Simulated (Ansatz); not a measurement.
## C2H7NOSi, SMILES C=C(N)O[SiH3]: a ladder of methods at one geometry, step by step

Computed with Ansatz 0.2.0, Python API.

Contents of `c2h7nosi.xyz`:
```text
12

C    -0.27750    1.46220   -0.79730
C    -0.59290    0.37680   -0.14050
N    -1.51500    0.31090    0.88130
O     0.01540   -0.80840   -0.56340
Si    1.38750   -1.34470    0.07900
H    -0.76620    2.47060   -0.52310
H     0.37050    1.50800   -1.65840
H    -2.11620    1.08780    0.88830
H    -1.93320   -0.58280    0.96160
H     2.44810   -0.31080   -0.06960
H     1.80750   -2.57560   -0.58040
H     1.24870   -1.64930    1.55650
```

The cells in order, each with its output:

**Cell 1**
```python
from pathlib import Path

import ansatz as az
import numpy as np
```

**Cell 2**
```python
mol = az.Crystal.molecule_from_extxyz("c2h7nosi.xyz")
```

**Cell 3**
```python
job = mol.calculation().basis(gaussian="def2-SVP")
```

**Cell 4**
```python
print("functional    E (Ha)        dipole (D)   HOMO (eV)  LUMO (eV)")
for name in ["b3lyp", "blyp", "revpbe", "hf"]:
    r = job.functional(name).forces().orbitals().run(runs_dir="runs").report
    lines = Path(r["orbitals_path"]).read_text().splitlines()
    field_of = lambda key: [line.split("=")[1].strip() for line in lines if line.startswith(key)]
    orbitals = [(27.211386 * float(e), s, float(n)) for e, s, n in zip(field_of("Ene="), field_of("Spin="), field_of("Occup="))]
    homo = max(e for e, _, n in orbitals if n > 0.5)
    lumo = min(e for e, _, n in orbitals if n < 0.5)
    dipole = 4.803205 * np.linalg.norm(r["charge_distribution"]["dipole_moment_e_ang"])
    print(f"{name:10s} {r['free_energy_ev'] / 27.211386246:14.6f} {dipole:9.3f} {homo:11.3f} {lumo:10.3f}")
```
Output:
```text
functional    E (Ha)        dipole (D)   HOMO (eV)  LUMO (eV)
b3lyp         -499.655147     1.743      -5.783      0.765
blyp          -499.545210     1.814      -4.607      0.216
revpbe        -499.501684     1.810      -4.737      0.187
hf            -497.801594     1.613      -8.844      4.307
```

Total energies depend on the basis set; only differences at equal settings carry meaning. The geometry is a force-field or estimated start, not a minimum of this method, and the basis set is short of its limit. A lower total doesn't mark the better method: functionals have no common bound, and MP2 and coupled cluster aren't variational. b3lyp holds the VWN-RPA fit, as in Gaussian; the form of ORCA and Turbomole is b3lyp5. Levels such as HOMO and LUMO are orbital energies: with these approximate functionals they aren't the ionisation energy and electron affinity, and their gap isn't the fundamental gap. Run time: 13 s on 1 thread of Arm Neoverse V2 (shared host), peak memory 0.29 GiB.

(Lines on the test bed's own set-up are left out of the output.)
